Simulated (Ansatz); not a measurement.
# InHCl2: a ladder of functionals and wavefunction methods

One table from this session's results is given with a row withheld; the runs are named, their logs left out.

The runs use Ansatz 0.2.0, Gaussian basis; functionals in def2-TZVPP, the program's frozen cores in correlated methods.

The runs, in order: LDA (SPW92), PBE-D4, revPBE-D4, BLYP-D4, r2SCAN-D4, B97M-V, PBE0-D4, B3LYP-D4, r2SCANh-D4, r2SCAN0-D4, HSE06-D4, BHLYP-D4, CAM-B3LYP-D4, LC-ωPBE, ωB97X-V, ωB97M-V, B2PLYP, PBE-QIDH; CCSD(T)/def2-SVP; CCSD(T)/def2-TZVPP; MP2/def2-QZVPP; extrapolation to the limit; RPA on PBE.

**Structure used throughout**

An earlier PBE0-D4 in a triple-zeta def2 set relaxation fixed the geometry. In takes the def2 core potential; no spin-orbit term is included.

4 atoms, charge 0, spin multiplicity 1.

Atoms are counted from 1 here; the program's logs count them from 0.

Bond lengths: Cl1–In2 2.312 Å, In2–Cl3 2.312 Å, In2–H4 1.694 Å. Angles: Cl1–In2–Cl3 111.9°, Cl1–In2–H4 124.1°, Cl3–In2–H4 124.1°.

Set-up of the first run:

File in.yaml:

```yaml
crystal:
  periodic: [false, false, false]
  atoms:
    - {symbol: Cl, position_ang: [-1.807333, 0.708783, -0.992612]}
    - {symbol: In, position_ang: [0.149657, 0.132215, 0.095645]}
    - {symbol: Cl, position_ang: [0.538018, -2.145991, 0.019845]}
    - {symbol: H, position_ang: [1.175159, 1.244594, 0.856922]}
basis:
  gaussian: {orbitals: def2-TZVPP}
hamiltonian: {xc: lda}
output: {orbitals: {seedname: orbitals}}
```

Among the steps run: LDA; PBE-D4 (GGA); revPBE-D4 (GGA); BLYP-D4 (GGA); r2SCAN-D4 (meta-GGA); B97M-V (meta-GGA); PBE0-D4 (hybrid); B3LYP-D4 (hybrid); r2SCANh-D4 (hybrid); r2SCAN0-D4 (hybrid); HSE06-D4 (hybrid); BHLYP-D4 (hybrid); CAM-B3LYP-D4 (range-separated); LC-ωPBE-D4 (range-separated; the results give it without D4); ωB97X-V (range-separated); ωB97M-V (range-separated); B2PLYP (double hybrid); PBE-QIDH (double hybrid).

One table of the session follows, with a row left open; its other results are not shown here.

It belongs to the step «Frontier levels by functional». 

| functional | HOMO (eV) | LUMO (eV) | gap (eV) |
| --- | --- | --- | --- |
| LDA (SPW92) | -7.69 | -2.96 | 4.74 |
| PBE-D4 | -7.54 | -2.67 | 4.87 |
| revPBE-D4 | -7.48 | -2.57 | 4.92 |
| BLYP-D4 | -7.37 | -2.65 | 4.73 |
| r2SCAN-D4 | -7.90 | -2.42 | 5.48 |
| B97M-V | -7.98 | -2.66 | 5.32 |
| PBE0-D4 | -8.92 | -1.95 | 6.97 |
| B3LYP-D4 | -8.65 | -2.23 | 6.42 |
| r2SCANh-D4 | -8.41 | -2.17 | 6.24 |
| r2SCAN0-D4 | -9.15 | -1.80 | 7.35 |
| HSE06-D4 | -8.52 | -2.31 | 6.21 |
| BHLYP-D4 | -10.13 | -1.31 | 8.82 |
| CAM-B3LYP-D4 | -10.27 | -1.14 | 9.13 |
| LC-ωPBE | -11.67 | 0.01 | 11.68 |
| ωB97X-V | ? | ? | ? |
| ωB97M-V | -11.14 | -0.38 | 10.76 |

**Question.** Estimate the row for ωB97X-V.

The run gave: HOMO (eV): -11.31; LUMO (eV): -0.13; gap (eV): 11.17. In the column «HOMO (eV)» it lies between LC-ωPBE (-11.67) and ωB97M-V (-11.14).
